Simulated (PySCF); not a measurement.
# C₃H₁₀AlBO: electronic excitations

What electronic excitations should C₃H₁₀AlBO (`B[O][AlH][CH](C)C`) show?

The runs use PySCF 2.14.0, with density-fitted response routines of our own; the level of theory stands in each step. All values are computed, except where a source is named. Atoms count from 0, in the outputs and in this text.

## (1) The starting structure

16 atoms, charge 0, multiplicity 1; geometry from: GFN2-xTB.

Bonds of the start (Å): B0–O1 1.33, O1–Al2 1.67, Al2–C3 2.02, C3–C4 1.54, C3–C5 1.53, B0–H6 1.18, B0–H7 1.18, Al2–H8 1.54, C3–H9 1.10, C4–H10 1.09, C4–H11 1.09, C4–H12 1.09, C5–H13 1.09, C5–H14 1.09, C5–H15 1.09.

## (2) Excited states and response: CAM-B3LYP/def2-SVPD

The job: settings as JSON, then the geometry in Å.

```
{"job": {"kind": "uv", "xc": "CAM-B3LYP", "basis": "def2-SVPD", "nstates": 8, "ntriplets": 3}, "charge": 0, "multiplicity": 1}
B      3.478454    -0.620048     0.444917
O      2.315877    -0.037419     0.158047
Al     0.882851     0.729105    -0.214693
C     -0.946212    -0.126398    -0.210423
C     -1.246134    -1.009843     1.009775
C     -1.933828     1.041751    -0.318287
H      3.962829    -0.464010     1.508109
H      4.010878    -1.289795    -0.366447
H      1.049505     2.213756    -0.570487
H     -1.094050    -0.760608    -1.100666
H     -2.229090    -1.476299     0.922554
H     -0.500319    -1.800491     1.102314
H     -1.229279    -0.421218     1.926832
H     -1.932487     1.627837     0.600134
H     -1.645191     1.707508    -1.134194
H     -2.951402     0.695115    -0.501410
```

Method: TDDFT CAM-B3LYP/def2-SVPD, vertical, gas phase, core orbitals frozen in the response.

Launch:

```sh
$ OMP_NUM_THREADS=1 python probes_run.py task.json out
```

The driver reads the jobs from task.json and runs them one after another.

Predict these results of the whole session: lowest singlet (CAM-B3LYP/def2-SVPD); brightest single state of those computed; lowest triplet.

**Answer**, as computed:

| quantity | value |
| --- | --- |
| lowest singlet (CAM-B3LYP/def2-SVPD) | 5.25 eV (236 nm), f = 0.001 |
| brightest single state of those computed | state 4, 6.73 eV, f = 0.124 |
| lowest triplet | 4.89 eV |

In words: The lowest singlet, at 5.25 eV, is HOMO→LUMO 0.96 and is dark; of the 8 states computed, the strongest absorption comes from state 4 at 6.73 eV. The lowest triplet lies 0.36 eV below the lowest singlet (triplets in Tamm-Dancoff, singlets in full TDDFT).
